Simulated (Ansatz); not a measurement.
# C4H9AlBF: the cost of one run

All numbers below are computed with Ansatz 0.2.0 (RKS PBE/STO-3G).

**1. Starting point**

Bond lengths (14 of 15 bonds, heavy atoms first): B1–C2 1.593 Å, C2–F3 1.367 Å, C2–Al4 1.927 Å, Al4–C5 2.014 Å, C5–C6 1.364 Å, C5–C7 1.469 Å, B1–H8 1.126 Å, B1–H9 1.259 Å, C2–H10 1.110 Å, Al4–H11 1.615 Å, C6–H12 1.070 Å, C6–H13 1.036 Å, C7–H14 1.095 Å, C7–H15 1.135 Å. Angles (14 of 24 angles, heavy atoms first): B1–C2–F3 107.7°, B1–C2–Al4 113.0°, F3–C2–Al4 107.9°, C2–Al4–C5 122.2°, Al4–C5–C6 118.5°, Al4–C5–C7 121.6°, C6–C5–C7 119.8°, B1–C2–H10 108.7°, F3–C2–H10 110.3°, Al4–C2–H10 109.2°, C2–B1–H8 119.8°, C2–B1–H9 116.7°, C2–Al4–H11 122.0°, C5–Al4–H11 115.7°.

Coordinates:

```xyz
16

B     1.8272   -1.0240    1.8578
C     2.0316   -0.9639    0.2794
F     2.7014   -2.0946   -0.0970
Al    0.3689   -0.9101   -0.6936
C    -0.9089    0.6398   -0.5489
C    -0.5539    1.7073    0.2232
C    -2.2283    0.6129   -1.1948
H     1.3932   -1.9492    2.3312
H     1.5162    0.0539    2.4289
H     2.6293   -0.0613    0.0326
H    -0.1422   -2.1576   -1.5830
H    -1.1991    2.5495    0.3638
H     0.3584    1.7420    0.7122
H    -2.2730   -0.0846   -2.0372
H    -3.0237    0.2664   -0.4633
H    -2.5200    1.6507   -1.5669
```

**2. Relaxing the start**

Input file input.yaml:

```yaml
crystal:
  periodic: [false, false, false]
  atoms:
    - { symbol: B, position_ang: [1.8272, -1.024, 1.8578] }
    - { symbol: C, position_ang: [2.0316, -0.9639, 0.2794] }
    - { symbol: F, position_ang: [2.7014, -2.0946, -0.097] }
    - { symbol: Al, position_ang: [0.3689, -0.9101, -0.6936] }
    - { symbol: C, position_ang: [-0.9089, 0.6398, -0.5489] }
    - { symbol: C, position_ang: [-0.5539, 1.7073, 0.2232] }
    - { symbol: C, position_ang: [-2.2283, 0.6129, -1.1948] }
    - { symbol: H, position_ang: [1.3932, -1.9492, 2.3312] }
    - { symbol: H, position_ang: [1.5162, 0.0539, 2.4289] }
    - { symbol: H, position_ang: [2.6293, -0.0613, 0.0326] }
    - { symbol: H, position_ang: [-0.1422, -2.1576, -1.583] }
    - { symbol: H, position_ang: [-1.1991, 2.5495, 0.3638] }
    - { symbol: H, position_ang: [0.3584, 1.742, 0.7122] }
    - { symbol: H, position_ang: [-2.273, -0.0846, -2.0372] }
    - { symbol: H, position_ang: [-3.0237, 0.2664, -0.4633] }
    - { symbol: H, position_ang: [-2.52, 1.6507, -1.5669] }
basis:
  gaussian: { orbitals: STO-3G }
hamiltonian:
  xc: pbe
relax:
  f_tol: 0.02
  max_steps: 40
scf:
  lower_state_search: "off"
```

The run is started by

```sh
$ ansatz run input.yaml --threads 1 --pin off --max-ram 2048MiB --backend cpu --events-out ev --progress --plain --runs-dir out
```

**Question.** How long does this run take on 1 thread of an x86-64 CPU, shared host, and how much memory does it need?

About 51 s, with a peak of 0.17 GiB.
